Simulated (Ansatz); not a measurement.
Ta3N:

```
Ta N
1.0
     3.03222    0.00000    0.00000
    -1.51611    2.62598    0.00000
     0.00000    0.00000    7.52414
Ta N
3 1
Direct
  0.66667 0.33333 0.82607
  0.33333 0.66667 0.17393
  0.00000 0.00000 0.50000
  0.00000 0.00000 0.00000
```

The cell comes from a database or a generator and needn't be the stable form of this composition.

Base run:

```yaml
Program: Ansatz 0.2.0
Functional: r2SCAN
Potentials_or_basis: Ansatz PAW
Cutoff: "500 eV (not typed: the program's choice for these potentials)"
k_mesh: 10 × 10 × 4
Occupations: fermi-dirac, width 0.05 eV
Spin: no spin polarisation
```

Its results: band gap on the k mesh none (metal or under the smearing width); pressure -4.0 GPa; largest force 0.072 eV/Å.

Problem. The run is repeated on the same cell with these changes: functional from r2SCAN to LDA; cutoff from 500 eV (not typed: the program's choice for these potentials) to 420 eV (not typed: the program's choice for these potentials). What comes out?

Solution. Band gap on the k mesh none (metal or under the smearing width); pressure -13.3 GPa; largest force 0.531 eV/Å.

Caveats: spin-orbit coupling is left out, which moves the levels of the heavy elements; the PAW data sets come from PBE, with cores solved anew for the run's functional, which leaves a small shift of forces and pressure.
